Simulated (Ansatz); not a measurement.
# ClF2GeH: the cost of one run

All numbers below are computed with Ansatz 0.2.0 (RKS B3LYP-D4/def2-SVP).

## 1. The system as given

Bond lengths: Ge1–H2 1.750 Å, Ge1–F3 1.880 Å, Ge1–Cl4 2.218 Å, Ge1–F5 1.679 Å. Angles: H2–Ge1–F3 41.0°, H2–Ge1–Cl4 122.5°, H2–Ge1–F5 122.5°, F3–Ge1–Cl4 122.9°, F3–Ge1–F5 122.9°, Cl4–Ge1–F5 109.5°.

Structure file:

```xyz
5

Ge    0.0000    0.0000    0.0000
H     0.9646    0.0000    1.4601
F     1.8114    0.0000    0.5034
Cl   -1.0456    1.8115   -0.7393
F    -0.7913   -1.3709   -0.5594
```

## 2. A restrained relaxation towards end A

Springs on the bonds that form and break draw the guess towards this end; the thresholds are loose.

Contents of input.yaml:

```yaml
crystal:
  periodic: [false, false, false]
  atoms:
    - { symbol: Ge, position_ang: [0.0, 0.0, 0.0] }
    - { symbol: H, position_ang: [0.9646, 0.0, 1.4601] }
    - { symbol: F, position_ang: [1.8114, 0.0, 0.5034] }
    - { symbol: Cl, position_ang: [-1.0456, 1.8115, -0.7393] }
    - { symbol: F, position_ang: [-0.7913, -1.3709, -0.5594] }
basis:
  gaussian: { orbitals: def2-SVP }
hamiltonian:
  xc: b3lyp
  dispersion: d4
relax:
  f_tol: 0.15
  max_steps: 25
  restrain:
    - { distance: [1, 2], at: 2.12, k: 30.0 }
    - { distance: [0, 1], at: 1.55, k: 30.0 }
    - { distance: [0, 2], at: 1.68, k: 30.0 }
output:
  orbitals: {}
```

The run is started by

```
> ansatz run input.yaml --threads 1 --pin off --max-ram 2048MiB --backend cpu --events-out ev --progress --plain --runs-dir out
```

Q: Estimate wall time and peak memory on 1 thread of Arm Neoverse V1, shared host.

About 24 s, with a peak of 0.17 GiB.
